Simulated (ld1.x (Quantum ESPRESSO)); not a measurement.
**Potentials for Al that differ in a few settings**

Aim: generate and test one potential in full, then change a few of its settings and see what happens to hardness, ghosts and transferability.

Method: ld1.x (Quantum ESPRESSO) 7.5, PBE, scalar-relativistic.

1 further run of the same task is left out (it didn't finish).

## 1. The atom and the settings

Typed settings, in words:

```
element                 : aluminium (Al, Z = 13)
type                    : PAW
frozen core             : [Ne]
valence charge          : 3
reference configuration : 3s2 3p1
partial waves           : 3s (bound): rcut 2.15, rcutus 2.60 bohr; 3s channel at -0.35 Ry: rcut 2.15, rcutus 2.60 bohr; 3p (bound): rcut 2.90, rcutus 3.25 bohr; 3p channel at 4.7 Ry: rcut 2.90, rcutus 3.25 bohr
local potential         : all-electron potential smoothed inside 2.20 bohr (lloc = -1)
core correction         : Bessel-smoothed model core inside 1.80 bohr
augmentation charge     : PSQ, inside the norm-conserving radii
```

The outer shells as boxes (Hund's rule for the drawing; the calculation is spin-unpolarised):

```
[Ne] core
3s [↑↓]
3p [↑ ][  ][  ]
```

The nodes and maxima of the atom's own shells, from an earlier all-electron run, set the scale for the radii.

All-electron outer shells of the reference configuration (PBE, scalar-relativistic, ld1.x):

```json
{"shell": "2s", "level (eV)": "-108.17", "outermost node (bohr)": "0.16", "outermost maximum (bohr)": "0.50"}
{"shell": "2p", "level (eV)": "-69.64", "outermost node (bohr)": "–", "outermost maximum (bohr)": "0.43"}
{"shell": "3s", "level (eV)": "-7.75", "outermost node (bohr)": "0.80", "outermost maximum (bohr)": "2.09"}
{"shell": "3p", "level (eV)": "-2.71", "outermost node (bohr)": "0.82", "outermost maximum (bohr)": "2.64"}
```

## 2. The first potential

File Al.in:

```
 &input
   title='Al', zed=13., rel=1, dft='PBE', iswitch=3,
   config='[Ne] 3s2 3p1',
   nld=2, rlderiv=3.55, eminld=-3.0, emaxld=5.0, deld=0.02
 /
 &inputp
   pseudotype=3, lpaw=.true., tm=.true., lloc=-1, rcloc=2.20,
   nlcc=.true., new_core_ps=.true., rcore=1.80,
   which_augfun='PSQ', rmatch_augfun_nc=.true.,
   file_pseudopw='Al.UPF', file_wfcaegen='ae.wfc', file_wfcncgen='nc.wfc', file_beta='beta', file_chi='chi', file_wfcusgen='us.wfc'
 /
4
3S  1  0   2.00   0.00  2.15  2.60  0.0
3S  1  0   0.00  -0.35  2.15  2.60  0.0
3P  2  1   1.00   0.00  2.90  3.25  0.0
3P  2  1   0.00   4.70  2.90  3.25  0.0
 &test
   configts(1)='3s2 3p1'
 /
```

Launch:

```
$ ld1.x < Al.in > Al.out
```

What the program wrote to Al.out (without the banner and most projector matrices):

```text
     Program LD1 v.7.5
     --------------------------- All-electron run ----------------------------

     Al
     scalar relativistic calculation

     atomic number is 13.00
     dft =PBE   lsd =0 sic =0 latt =0  beta=0.20 tr2=1.0E-14
     Exchange-correlation= PBE
                           (   1   4   3   4   0   0   0)
     mesh =1135 r(mesh) = 100.48924 a.u. xmin = -7.00 dx = 0.01250
     1 Ry =  13.60569312 eV, c = 137.03599908

     n l     nl                  e(Ry)          e(Ha)          e(eV)
     1 0     1S 1( 2.00)      -111.0670       -55.5335     -1511.1441
     2 0     2S 1( 2.00)        -7.9500        -3.9750      -108.1651
     2 1     2P 1( 6.00)        -5.1187        -2.5593       -69.6432
     3 0     3S 1( 2.00)        -0.5698        -0.2849        -7.7529
     3 1     3P 1( 1.00)        -0.1993        -0.0997        -2.7121

     final scf error:  7.9E-15 reached in  23 iterations

     Etot =    -485.370441 Ry,    -242.685221 Ha,   -6603.801277 eV

     Ekin =     486.252059 Ry,     243.126029 Ha,    6615.796290 eV
     Encl =   -1160.737048 Ry,    -580.368524 Ha,  -15792.632076 eV
     Eh   =     225.977757 Ry,     112.988878 Ha,    3074.584008 eV
     Exc  =     -36.863208 Ry,     -18.431604 Ha,    -501.549499 eV

     normalization and overlap integrals

     s(1S/1S) =  1.000000  <r> =   0.1202  <r2> =    0.0195  r(max) =   0.0779
     s(2S/2S) =  1.000000  <r> =   0.6261  <r2> =    0.4701  r(max) =   0.4954
     s(2P/2P) =  1.000000  <r> =   0.6034  <r2> =    0.4632  r(max) =   0.4264
     s(3S/3S) =  1.000000  <r> =   2.5429  <r2> =    7.5539  r(max) =   2.0856
     s(3P/3P) =  1.000000  <r> =   3.4481  <r2> =   14.3562  r(max) =   2.6447

     ------------------------ End of All-electron run ------------------------

     --------------------- Generating PAW atomic setup --------------------

      Generating local potential from pseudized AE potential:
      Matching radius rcloc =   2.2000

      Local pseudo, rcloc= 2.193 Estimated cut-off energy=     4.95 Ry

      Computing core charge for nlcc:

       r > 1.82 : true rho core
      Core charge pseudized with two Bessel functions
      Integrated core pseudo-charge :   1.08
      Wfc-us  3S rcutus= 2.612  Estimated cut-off energy=     6.93 Ry
      Wfc-us  3S rcutus= 2.612  Estimated cut-off energy=     7.47 Ry
      Wfc-us  3P rcutus= 3.271  Estimated cut-off energy=     7.21 Ry
      Wfc-us  3P rcutus= 3.271  Estimated cut-off energy=    11.36 Ry

     Required augmentation: PSQ   radius:    3.250000

     Q pseudized with Bessel functions
     Expected ecutrho=      42.8330 due to l1=  0   l2=  1

     Estimated PAW energy =  -39.227658 Ryd

     The PAW screened D coefficients
     0.84565     0.58342     0.00000     0.00000
     0.58342     0.40287     0.00000     0.00000
     0.00000     0.00000     0.10816     0.05933
     0.00000     0.00000     0.05933     0.34963

     The PAW descreened D coefficients (US)
     0.29846     0.20017     0.00000     0.00000
     0.20017     0.13437     0.00000     0.00000
     0.00000     0.00000     0.10857     0.17613
     0.00000     0.00000     0.17613     0.56733

     ------------------- End of pseudopotential generation -------------------

     [... the all-electron block is printed once more ...]


     Computing logarithmic derivative in   3.54777
     Computing logarithmic derivative in   3.54777
     Computing the partial wave expansion
     R is outside the sphere for l=    0 j= 0.00
     R is outside the sphere for l=    0 j= 0.00
     R is outside the sphere for l=    1 j= 0.00
     R is outside the sphere for l=    1 j= 0.00

     ---------------------- Testing the pseudopotential ----------------------

     Al
     scalar relativistic calculation

     atomic number is 13.00   valence charge is  3.00
     dft = SLA  PW   PBX  PBC   lsd =0 sic =0 latt =0  beta=0.20 tr2=1.0E-14
     mesh =1135 r(mesh) = 100.48924 xmin = -7.00 dx = 0.01250

     n l     nl             e AE (Ry)        e PS (Ry)    De AE-PS (Ry)
     1 0     3S   1( 2.00)       -0.56982       -0.56983        0.00000
     2 1     3P   1( 1.00)       -0.19934       -0.19934        0.00000

     eps = 1.3E-16  iter =  3

     Etot =    -485.370441 Ry,    -242.685221 Ha,   -6603.801277 eV
     Etotps =   -39.227659 Ry,     -19.613830 Ha,    -533.719495 eV

     Ekin =       5.630396 Ry,       2.815198 Ha,      76.605437 eV
     Encl =     -10.884250 Ry,      -5.442125 Ha,    -148.087763 eV
     Ehrt =       2.889402 Ry,       1.444701 Ha,      39.312324 eV
     Ecxc =     -36.863208 Ry,     -18.431604 Ha,    -501.549493 eV
     (Ecc =      -0.852864 Ry,      -0.426432 Ha,     -11.603805 eV)

     ---------------------- End of pseudopotential test ----------------------
```

It took 0.98 s on 1 thread, shared host. This counts the later configuration tests of the new file too.

Partial waves on a coarse radial grid (AE all-electron, PS pseudo):

| r (bohr) | 3p AE | 3p PS |
| --- | --- | --- |
| 0.163 | -0.1338 | 0.0073 |
| 0.325 | -0.2126 | 0.0284 |
| 0.488 | -0.1862 | 0.0624 |
| 0.650 | -0.1047 | 0.1068 |
| 0.813 | -0.0029 | 0.1597 |
| 0.975 | 0.0993 | 0.2172 |
| 1.138 | 0.1945 | 0.2771 |
| 1.300 | 0.2779 | 0.3357 |
| 1.463 | 0.3495 | 0.3908 |
| 1.625 | 0.4091 | 0.4396 |
| 1.788 | 0.4579 | 0.4811 |
| 1.950 | 0.4957 | 0.5138 |
| 2.113 | 0.5237 | 0.5379 |
| 2.275 | 0.5425 | 0.5534 |
| 2.438 | 0.5536 | 0.5614 |
| 2.600 | 0.5579 | 0.5629 |
| 2.763 | 0.5566 | 0.5592 |
| 2.925 | 0.5506 | 0.5515 |
| 3.088 | 0.5407 | 0.5409 |
| 3.250 | 0.5279 | 0.5279 |
| 3.413 | 0.5127 | 0.5127 |
| 3.575 | 0.4958 | 0.4958 |
| 3.738 | 0.4776 | 0.4776 |
| 3.900 | 0.4587 | 0.4587 |
| 4.063 | 0.4392 | 0.4392 |
| 4.225 | 0.4197 | 0.4197 |

## 3. Testing the new file in other configurations

File Al.test.in:

```
 &input
   title='Al', zed=13., rel=1, dft='PBE', iswitch=2,
   config='[Ne] 3s2 3p1'
 /
 &test
   file_pseudo='Al.UPF', nconf=8,
   configts(1)='3s2 3p1',
   configts(2)='3s2 3p0',
   configts(3)='3s1 3p0',
   configts(4)='3s2 3p0.5',
   configts(5)='3s1 3p1',
   configts(6)='3s1 3p2',
   configts(7)='3s0 3p3',
   configts(8)='3s2 3p1.3'
 /
```

Launch:

```
$ ld1.x < Al.test.in > Al.test.out
```

Al.test.out, the pseudopotential blocks, cut to the lines that bear on the results:

```text
     ---------------------- Testing the pseudopotential ----------------------

     Al
     scalar relativistic calculation

     atomic number is 13.00   valence charge is  3.00
     dft =SLA  PW   PBX  PBC   lsd =0 sic =0 latt =0  beta=0.20 tr2=1.0E-14
     mesh =1135 r(mesh) = 100.48924 xmin = -7.00 dx = 0.01250

     n l     nl             e AE (Ry)        e PS (Ry)    De AE-PS (Ry)
     1 0     3S   1( 2.00)       -0.56982       -0.56983        0.00000
     2 1     3P   1( 1.00)       -0.19934       -0.19934        0.00000

     eps = 1.3E-16  iter =  3

     Etot =    -485.370441 Ry,    -242.685221 Ha,   -6603.801276 eV
     Etotps =   -39.227659 Ry,     -19.613830 Ha,    -533.719495 eV

     Ekin =       5.630396 Ry,       2.815198 Ha,      76.605437 eV
     Encl =     -10.884250 Ry,      -5.442125 Ha,    -148.087763 eV
     Ehrt =       2.889402 Ry,       1.444701 Ha,      39.312324 eV
     Ecxc =     -36.863208 Ry,     -18.431604 Ha,    -501.549493 eV
     (Ecc =      -0.852864 Ry,      -0.426432 Ha,     -11.603805 eV)

     ---------------------- End of pseudopotential test ----------------------

     ---------------------- Testing the pseudopotential ----------------------

     Al
     [...]
     n l     nl             e AE (Ry)        e PS (Ry)    De AE-PS (Ry)
     1 0     3S   1( 2.00)       -1.08854       -1.08883        0.00029
     2 1     3P   1( 0.00)       -0.66543       -0.66594        0.00051

     eps = 3.5E-15  iter = 13

     Etot =    -484.946999 Ry,    -242.473499 Ha,   -6598.040044 eV
     Etotps =   -38.804139 Ry,     -19.402070 Ha,    -527.957213 eV
     dEtot_ae =       0.423443 Ry
     dEtot_ps =       0.423520 Ry,   Delta E=      -0.000077 Ry

     [...]
     ---------------------- End of pseudopotential test ----------------------
```

6 tests gave no usable energy difference (3s1 3p0; 3s2 3p0.5; 3s1 3p1; 3s1 3p2; others); the test run stopped with "negative rho".

Energies count from the reference configuration 3s2 3p1; the error is all-electron less pseudo.

| valence configuration | charge | ΔE all-electron (eV) | error AE − PS (meV) |
| --- | --- | --- | --- |
| 3s2 3p0 | +1 | 5.761 | -1.0 |

## 4. Logarithmic derivatives

Taken from the files of the generation run. The phase is arctan(r·u′/u) with u = r·R, unwrapped, with energies in Ry. A pole is an energy at which the radial function vanishes at the test radius. The pseudo phase is shifted by a multiple of π to meet the all-electron one at the reference energy. Levels narrower than the energy grid can be missing from the poles. The last column is the largest difference on the grid between −1 and +1 Ry.

| channel | radius (bohr) | reference (Ry) | poles AE | poles PS | window around the reference with phases within 0.05 rad (Ry) | largest difference near zero (rad) |
| --- | --- | --- | --- | --- | --- | --- |
| s | 3.55 | -0.57 | -0.24, 3.23 | -0.24, 2.99 | below 3.4 | 0.003 |
| p | 3.55 | -0.20 | 0.37, 3.78 | 0.36, 3.75 | below 1.3 | 0.013 |

Phases (rad) along the scan:

| E (Ry) | p AE | p PS | s AE | s PS |
| --- | --- | --- | --- | --- |
| -3.00 | 1.398 | 1.398 | 1.391 | 1.391 |
| -2.52 | 1.380 | 1.379 | 1.369 | 1.369 |
| -2.04 | 1.354 | 1.353 | 1.336 | 1.336 |
| -1.56 | 1.312 | 1.311 | 1.275 | 1.275 |
| -1.08 | 1.231 | 1.230 | 1.097 | 1.097 |
| -0.60 | 0.966 | 0.963 | -0.931 | -0.931 |
| -0.12 | -0.985 | -0.985 | -1.631 | -1.631 |
| 0.36 | -1.567 | -1.571 | -1.802 | -1.802 |
| 0.84 | -1.735 | -1.748 | -2.064 | -2.067 |
| 1.32 | -1.950 | -2.000 | -3.285 | -3.330 |
| 1.80 | -2.927 | -3.265 | -4.350 | -4.371 |
| 2.28 | -4.309 | -4.368 | -4.566 | -4.583 |
| 2.76 | -4.555 | -4.571 | -4.656 | -4.678 |
| 3.24 | -4.650 | -4.656 | -4.713 | -4.750 |
| 3.72 | -4.707 | -4.710 | -4.760 | -4.856 |
| 4.20 | -4.753 | -4.754 | -4.810 | -5.857 |
| 4.68 | -4.803 | -4.803 | -4.883 | -7.712 |

## 5. Plane-wave convergence, by spherical Bessel functions

A separate test, outside the generator: the pseudo-atom's Hamiltonian at the reference potential is diagonalised in spherical Bessel functions j_l(qr) that vanish at 20 bohr, with q² up to the cutoff.

All-electron valence levels (Ry): 3s -0.5698, 3p -0.1993. The lowest levels of each channel (Ry) by cutoff; the last column sums, over occupied levels, occupation times the distance from the level at 400 Ry. A positive value at high cutoff is not a bound level.

```csv
cutoff (Ry),s #1,p #1,d #1,f #1,Σ f·Δε (mRy)
6,-0.5697,-0.1991,0.0457,0.1021,0.5
8,-0.5698,-0.1993,0.0457,0.1021,0.1
10,-0.5698,-0.1993,0.0457,0.1021,0.1
400,-0.5698,-0.1993,0.0457,0.1021,0.0
```

The sum stays within 10 mRy from 6 Ry or less and within 1 mRy from 6 Ry or less. The sum leaves out empty levels, which can need more. Ghost test: no level below the all-electron spectrum of its channel (s, p, d, f tested).

## 6. Variant: waves 3s channel at -0.25 Ry: rcut 2.15, rcutus 2.60 bohr

Al.in, as its differences from that of step 2:

```diff
@@ -13,3 +13,3 @@
 3S  1  0   2.00   0.00  2.15  2.60  0.0
-3S  1  0   0.00  -0.35  2.15  2.60  0.0
+3S  1  0   0.00  -0.25  2.15  2.60  0.0
 3P  2  1   1.00   0.00  2.90  3.25  0.0
```

Launch:

```
$ ld1.x < Al.in > Al.out
```

What the program wrote to Al.out (without the banner and most projector matrices):

```text
     Program LD1 v.7.5
     [... all-electron run as in step 2 ...]


     --------------------- Generating PAW atomic setup --------------------

      Generating local potential from pseudized AE potential:
      Matching radius rcloc =   2.2000

      Local pseudo, rcloc= 2.193 Estimated cut-off energy=     4.95 Ry

      Computing core charge for nlcc:

       r > 1.82 : true rho core
      Core charge pseudized with two Bessel functions
      Integrated core pseudo-charge :   1.08
      Wfc-us  3S rcutus= 2.612  Estimated cut-off energy=     6.93 Ry
      Wfc-us  3S rcutus= 2.612  Estimated cut-off energy=     7.75 Ry
      Wfc-us  3P rcutus= 3.271  Estimated cut-off energy=     7.21 Ry
      Wfc-us  3P rcutus= 3.271  Estimated cut-off energy=    11.36 Ry

     Required augmentation: PSQ   radius:    3.250000

     Q pseudized with Bessel functions
     Expected ecutrho=      42.9393 due to l1=  0   l2=  1

     Estimated PAW energy =  -39.227658 Ryd

     The PAW screened D coefficients
     0.84565     0.59968     0.00000     0.00000
     0.59968     0.42609     0.00000     0.00000
     0.00000     0.00000     0.10816     0.05933
     0.00000     0.00000     0.05933     0.34963

     The PAW descreened D coefficients (US)
     0.29846     0.20304     0.00000     0.00000
     0.20304     0.13837     0.00000     0.00000
     0.00000     0.00000     0.10857     0.17613
     0.00000     0.00000     0.17613     0.56733

     ------------------- End of pseudopotential generation -------------------

     [... all-electron run as in step 2 ...]


     Computing logarithmic derivative in   3.54777
     Computing logarithmic derivative in   3.54777
     Computing the partial wave expansion
     R is outside the sphere for l=    0 j= 0.00
     R is outside the sphere for l=    0 j= 0.00
     R is outside the sphere for l=    1 j= 0.00
     R is outside the sphere for l=    1 j= 0.00

     ---------------------- Testing the pseudopotential ----------------------

     Al
     scalar relativistic calculation

     atomic number is 13.00   valence charge is  3.00
     dft = SLA  PW   PBX  PBC   lsd =0 sic =0 latt =0  beta=0.20 tr2=1.0E-14
     mesh =1135 r(mesh) = 100.48924 xmin = -7.00 dx = 0.01250

     n l     nl             e AE (Ry)        e PS (Ry)    De AE-PS (Ry)
     1 0     3S   1( 2.00)       -0.56982       -0.56983        0.00000
     2 1     3P   1( 1.00)       -0.19934       -0.19934        0.00000

     eps = 1.3E-16  iter =  3

     Etot =    -485.370441 Ry,    -242.685221 Ha,   -6603.801277 eV
     Etotps =   -39.227659 Ry,     -19.613830 Ha,    -533.719495 eV

     Ekin =       5.630396 Ry,       2.815198 Ha,      76.605437 eV
     Encl =     -10.884250 Ry,      -5.442125 Ha,    -148.087763 eV
     Ehrt =       2.889402 Ry,       1.444701 Ha,      39.312324 eV
     Ecxc =     -36.863208 Ry,     -18.431604 Ha,    -501.549493 eV
     (Ecc =      -0.852864 Ry,      -0.426432 Ha,     -11.603805 eV)

     ---------------------- End of pseudopotential test ----------------------
```

It took 0.97 s on 1 thread, shared host. This counts the later configuration tests of the new file too.

The test run was repeated on this file; only its results are given.

6 tests gave no usable energy difference (3s1 3p0; 3s2 3p0.5; 3s1 3p1; 3s1 3p2; others); the test run stopped with "negative rho".

Energies count from the reference configuration 3s2 3p1; the error is all-electron less pseudo.

```tsv
valence configuration	charge	ΔE all-electron (eV)	error AE − PS (meV)
3s2 3p0	+1	5.761	-1.0
```

Compared with the first run, the loose cutoff stays at 6 Ry or less, the largest error in the tests that it solved is -1.0 meV (3s2 3p0) and there is no bound ghost.

## 7. Results

Cutoffs, loose and tight: the cutoffs (Ry, on a coarse ladder) from which the occupation-weighted sum of valence levels, in a spherical-Bessel basis at the reference potential, stays within 10 and 1 mRy of its value at 400 Ry; empty and scattering waves don't count. The number of plane waves in a given cell goes as the cutoff to the power 3/2; it is given for the loose cutoff, relative to the first potential. Test errors are all-electron less pseudo. The phase difference is the largest within 1 Ry of zero, over the channels with partial waves.

| change | outcome | cutoff, loose | cutoff, tight | plane waves, relative | bound ghosts | largest test error (meV) | phase difference near zero (rad) | lowest overlap eigenvalue (Bessel basis) |
| --- | --- | --- | --- | --- | --- | --- | --- | --- |
| first potential | generated | 6 Ry or less | 6 Ry or less | 1.00 | none | -1.0 (6 tests unsolved) | 0.013 | 0.460 |
| waves 3s channel at -0.25 Ry: rcut 2.15, rcutus 2.60 bohr | generated | 6 Ry or less | 6 Ry or less | 1.00 | none | -1.0 (6 tests unsolved) | 0.013 | 0.457 |

The first potential by itself. The worst unpolarised test, 3s2 3p0, is off by 1.0 meV on 5.8 eV; by total energies transferability rates as very good where solved. The test run broke off, so later configurations gave nothing; the verdict rests on few tests. The potential is soft on the atom at that tolerance: the looser tolerance needs 6 Ry or less.
